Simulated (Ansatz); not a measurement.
# F4H2In2: the cost of one run

Computed with Ansatz 0.2.0, Gaussian basis. Level: the settings change from run to run.

1 further run of the same task is left out (for a known fault of the program).

## Step 1: The molecule

An earlier PBE0-D4 in a triple-zeta def2 set relaxation fixed the geometry. In takes a core potential in def2 sets; no spin-orbit term is included.

SMILES `[F][In@H-]1[F+][In@@H-]([F])[F+]1`, 8 atoms, charge 0, spin multiplicity 1.

Atoms are counted from 1 here; the program's logs count them from 0.

Bond lengths: F1–In2 1.925 Å, In2–F3 2.118 Å, In2–F6 2.118 Å, In2–H7 1.680 Å, F3–In4 2.118 Å, In4–F5 1.925 Å, In4–F6 2.118 Å, In4–H8 1.680 Å. Angles: F1–In2–F3 102.1°, F1–In2–F6 102.1°, F1–In2–H7 134.5°, F3–In2–F6 75.7°, F3–In2–H7 113.3°, F6–In2–H7 113.4°, In2–F3–In4 104.2°, F3–In4–F5 102.1°, F3–In4–F6 75.7°, F3–In4–H8 113.3°, F5–In4–F6 102.1°, F5–In4–H8 134.5°, F6–In4–H8 113.4°, In2–F6–In4 104.2°.

## Step 2: B97M-V/def2-mTZVP

Set apart from the defaults: charge -1, multiplicity 2, atoms shaken by 0.15 Å.

File in.yaml:

```yaml
crystal:
  periodic: [false, false, false]
  atoms:
    - {symbol: F, position_ang: [2.415848, -1.029705, 0.720458]}
    - {symbol: In, position_ang: [1.665914, 0.699186, 0.550649]}
    - {symbol: F, position_ang: [0.431744, 0.465683, -1.177080]}
    - {symbol: In, position_ang: [-1.531540, -0.395819, -0.236485]}
    - {symbol: F, position_ang: [-1.377162, -2.159697, -1.016866]}
    - {symbol: F, position_ang: [-0.496117, 0.155304, 1.262854]}
    - {symbol: H, position_ang: [2.087850, 1.879021, 0.620295]}
    - {symbol: H, position_ang: [-2.712865, 0.704378, -0.474429]}
basis:
  gaussian: {orbitals: def2-mTZVP}
total_charge: -1
magnetization: {spin_polarized: true, initial_magnetization: 1}
hamiltonian: {xc: {name: B97M-V}}
output: {forces: true}
```

On the command line:

```console
$ ansatz run in.yaml --threads 4 --pin off --events-out ev --progress --plain --max-ram 10444MiB
```

What time and memory should one allow on 4 threads of Arm Neoverse V1, shared host?

About 42 s, with a peak of 0.71 GiB.
